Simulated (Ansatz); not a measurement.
# CH6BNSi: basis-set convergence

Aim: see how fast density functionals converge with the basis set for CH6BNSi.

The runs use Ansatz 0.2.0, Gaussian basis; one geometry, several basis sets.

Levels to be run: PBE0-D4/def2-SVP; ωB97M-V/def2-SVP; PBE0-D4/def2-QZVPP; ωB97M-V/def2-QZVPP; the functionals' def2-TZVPP values are taken from earlier runs.

## Step 1: The relaxed structure

The geometry comes from an earlier relaxation with PBE0-D4 in a triple-zeta def2 set; it is a stationary point, not always the lowest conformer.

SMILES `NB1C[SiH2]1`, 10 atoms, charge 0, spin multiplicity 1.

Atoms are counted from 1 here; the program's logs count them from 0.

Bond lengths: N1–B2 1.375 Å, N1–H5 1.006 Å, N1–H6 1.008 Å, B2–C3 1.561 Å, B2–Si4 1.945 Å, C3–Si4 1.905 Å, C3–H7 1.090 Å, C3–H8 1.090 Å, Si4–H9 1.484 Å, Si4–H10 1.484 Å. Angles: B2–N1–H5 123.0°, B2–N1–H6 123.0°, H5–N1–H6 114.1°, N1–B2–C3 139.1°, N1–B2–Si4 156.1°, C3–B2–Si4 64.8°, B2–C3–Si4 67.4°, B2–C3–H7 118.6°, B2–C3–H8 118.2°, Si4–C3–H7 118.0°, Si4–C3–H8 117.3°, H7–C3–H8 111.2°, B2–Si4–C3 47.8°, B2–Si4–H9 123.1°, B2–Si4–H10 123.3°, C3–Si4–H9 116.4°, C3–Si4–H10 116.3°, H9–Si4–H10 112.3°.

## Step 2: PBE0-D4 in def2-SVP

Input file in.yaml:

```yaml
crystal:
  periodic: [false, false, false]
  atoms:
    - {symbol: N, position_ang: [-1.521884, 0.446515, -1.056729]}
    - {symbol: B, position_ang: [-0.407216, 0.188571, -0.293785]}
    - {symbol: C, position_ang: [0.369171, -1.035232, 0.285615]}
    - {symbol: Si, position_ang: [1.165292, 0.628333, 0.762317]}
    - {symbol: H, position_ang: [-1.817649, 1.377577, -1.296058]}
    - {symbol: H, position_ang: [-2.114783, -0.280890, -1.425631]}
    - {symbol: H, position_ang: [-0.099469, -1.623728, 1.074504]}
    - {symbol: H, position_ang: [0.918473, -1.672131, -0.408293]}
    - {symbol: H, position_ang: [1.098517, 1.003819, 2.196088]}
    - {symbol: H, position_ang: [2.492747, 0.916065, 0.165070]}
basis:
  gaussian: {orbitals: def2-SVP}
hamiltonian: {xc: pbe0, dispersion: d4}
output: {orbitals: {seedname: orbitals}}
```

The run is started by

```bash
$ ansatz run in.yaml --threads 2 --pin off --events-out ev --progress --plain --max-ram 4352MiB
```

What it wrote:

```text
Functional definition: PBE0
  name "PBE0"
  cite "Adamo & Barone, J. Chem. Phys. 110, 6158 (1999) doi:10.1063/1.478522"
  cite "Perdew, Burke & Ernzerhof, Phys. Rev. Lett. 77, 3865 (1996) doi:10.1103/PhysRevLett.77.3865"
  parent pbe
  parameter a = 0.25
  parameter kappa = 0.804
  parameter beta = 0.06672455060314922
  exchange = (1 - a)*pbe_x(kappa = kappa, mu = beta*pi^2/3) + a*exact_x
  correlation = pbe_c(beta = beta)
1028 factors; their error is unknown
mean field evaluation 1: about -11157.7214 eV, gradient 6.0e1 eV
mean field evaluation 2: about -11150.2533 eV, gradient 7.8e1 eV
mean field evaluation 4: about -11166.1496 eV, gradient 2.5e0 eV
mean field evaluation 8: about -11166.1686 eV, gradient 3.5e-2 eV
mean field evaluation 16: about -11166.2097 eV, gradient 3.5e-5 eV
mean field -11166.20972998 eV, -410.3506388481 hartree, gradient 3.5e-5 eV, S^2 0.000000; 0 other end points of the search recorded, 0 dependent functions left out
reference -11166.20975774 eV, -410.3506398683 hartree; 19, 19 occupied and 71, 71 virtual orbitals, 1028 factors
Total energy: -11166.36087001 eV, -410.3561931416 hartree
```

Run time: 1.3 s. Hardware: 2 threads of Arm Neoverse V1, shared host.

## Step 3: ωB97M-V in def2-SVP

Changes to in.yaml since step 2:

```diff
@@ -15,3 +15,3 @@
   gaussian: {orbitals: def2-SVP}
-hamiltonian: {xc: pbe0, dispersion: d4}
+hamiltonian: {xc: {name: wB97M-V}}
 output: {orbitals: {seedname: orbitals}}
```

The command is unchanged.

What it wrote, cut to the lines that bear on the results:

```text
Functional definition: wB97M-V
  name "wB97M-V"
  cite "Mardirossian & Head-Gordon, J. Chem. Phys. 144, 214110 (2016) doi:10.1063/1.4952647"
  cite "Becke, J. Chem. Phys. 107, 8554 (1997) doi:10.1063/1.475007"
  cite "Vydrov & Van Voorhis, J. Chem. Phys. 133, 244103 (2010) doi:10.1063/1.3521275"
  # Of w^i u^j: cxij and so on, Table III.
[...]
  gx(w, u) = 1 - cx + cx01*u + cx10*w
  gss(w, u) = css00 + css04*u^4 + css10*w + css20*w^2 + css43*w^4*u^3
  gos(w, u) = cos00 + cos10*w + (cos20 + cos21*u)*w^2 + (cos60 + cos61*u)*w^6
[...]
      + integral(e_c_pw_mod_opposite_spin*gos(b97_w_opposite, b97_u_opposite)) + vv10(b, c)
1028 factors; their error is unknown
298 factors; integrals over basis functions are off by at most 8.8e-6 eV
[...]
mean field -11171.14823115 eV, -410.5321254186 hartree, gradient 4.7e-5 eV, S^2 0.000000; 0 other end points of the search recorded, 0 dependent functions left out
reference -11171.14827304 eV, -410.5321269581 hartree; 19, 19 occupied and 71, 71 virtual orbitals, 1028 factors
Total energy: -11171.14827304 eV, -410.5321269581 hartree
```

Wall time 6 s (2 threads of Arm Neoverse V1, shared host).

## Step 4: PBE0-D4 in def2-QZVPP

Changes to in.yaml since step 3:

```diff
@@ -14,4 +14,4 @@
 basis:
-  gaussian: {orbitals: def2-SVP}
-hamiltonian: {xc: {name: wB97M-V}}
+  gaussian: {orbitals: "def2-QZVPP.json"}
+hamiltonian: {xc: pbe0, dispersion: d4}
 output: {orbitals: {seedname: orbitals}}
```

Same command.

What it wrote:

```text
Functional definition: PBE0
  name "PBE0"
  cite "Adamo & Barone, J. Chem. Phys. 110, 6158 (1999) doi:10.1063/1.478522"
  cite "Perdew, Burke & Ernzerhof, Phys. Rev. Lett. 77, 3865 (1996) doi:10.1103/PhysRevLett.77.3865"
  parent pbe
  parameter a = 0.25
  parameter kappa = 0.804
  parameter beta = 0.06672455060314922
  exchange = (1 - a)*pbe_x(kappa = kappa, mu = beta*pi^2/3) + a*exact_x
  correlation = pbe_c(beta = beta)
1300 factors; their error is unknown
mean field evaluation 1: about -11160.6876 eV, gradient 7.6e1 eV
mean field evaluation 2: about -11145.4372 eV, gradient 1.0e2 eV
mean field evaluation 4: about -11172.9979 eV, gradient 4.6e0 eV
mean field evaluation 8: about -11173.0577 eV, gradient 9.0e-2 eV
mean field evaluation 16: about -11173.0640 eV, gradient 1.1e-5 eV
mean field -11173.06399440 eV, -410.6025284195 hartree, gradient 1.1e-5 eV, S^2 0.000000; 0 other end points of the search recorded, 0 dependent functions left out
reference -11173.06403614 eV, -410.6025299533 hartree; 19, 19 occupied and 402, 402 virtual orbitals, 1300 factors
Total energy: -11173.21514840 eV, -410.6080832265 hartree
```

Run time: 10 s. Hardware: 2 threads of Arm Neoverse V1, shared host; peak memory 1.1 GiB.

## Step 5: ωB97M-V in def2-QZVPP

Changes to in.yaml since step 4:

```diff
@@ -15,3 +15,3 @@
   gaussian: {orbitals: "def2-QZVPP.json"}
-hamiltonian: {xc: pbe0, dispersion: d4}
+hamiltonian: {xc: {name: wB97M-V}}
 output: {orbitals: {seedname: orbitals}}
```

Same command.

What it wrote, cut to the lines that bear on the results:

```text
Functional definition: wB97M-V
  name "wB97M-V"
  cite "Mardirossian & Head-Gordon, J. Chem. Phys. 144, 214110 (2016) doi:10.1063/1.4952647"
  cite "Becke, J. Chem. Phys. 107, 8554 (1997) doi:10.1063/1.475007"
  cite "Vydrov & Van Voorhis, J. Chem. Phys. 133, 244103 (2010) doi:10.1063/1.3521275"
  # Of w^i u^j: cxij and so on, Table III.
[...]
  gx(w, u) = 1 - cx + cx01*u + cx10*w
  gss(w, u) = css00 + css04*u^4 + css10*w + css20*w^2 + css43*w^4*u^3
  gos(w, u) = cos00 + cos10*w + (cos20 + cos21*u)*w^2 + (cos60 + cos61*u)*w^6
[...]
      + integral(e_c_pw_mod_opposite_spin*gos(b97_w_opposite, b97_u_opposite)) + vv10(b, c)
1280 factors; their error is unknown
362 factors; integrals over basis functions are off by at most 7.9e-6 eV
[...]
mean field -11178.15023711 eV, -410.7894443914 hartree, gradient 3.0e-5 eV, S^2 0.000000; 0 other end points of the search recorded, 0 dependent functions left out
reference -11178.15030247 eV, -410.7894467933 hartree; 19, 19 occupied and 402, 402 virtual orbitals, 1280 factors
Total energy: -11178.15030247 eV, -410.7894467933 hartree
```

Wall time 25 s (2 threads of Arm Neoverse V1, shared host); peak memory 1.4 GiB.

## Step 6: Density functionals: the series

The def2-TZVPP values come from earlier runs at the same geometry.

```tsv
functional	basis	functions	energy (eV)	from the largest (eV)	HOMO (eV)	LUMO (eV)
PBE0-D4	def2-SVP	90	-11166.3609	6.854	-6.14	-0.31
PBE0-D4	def2-TZVPP	219	-11172.7598	0.455	-6.22	-0.51
PBE0-D4	def2-QZVPP	421	-11173.2151	0.000	-6.24	-0.56
ωB97M-V	def2-SVP	90	-11171.1483	7.002	-8.20	1.78
ωB97M-V	def2-TZVPP	219	-11177.7281	0.422	-8.31	1.53
ωB97M-V	def2-QZVPP	421	-11178.1503	0.000	-8.33	1.37
```

## Step 7: What came out

| quantity | value |
| --- | --- |
| PBE0-D4: double and triple zeta above quadruple | 6.85, 0.46 eV |
| ωB97M-V: double and triple zeta above quadruple | 7.00, 0.42 eV |

PBE0-D4 gains 6.40 eV from double to triple zeta, then 0.46 eV more. Total energies overstate the basis error of differences, where much of it tends to cancel.

For PBE0-D4 the largest set took about 8 times as long as the smallest (10 s against 1.3 s).
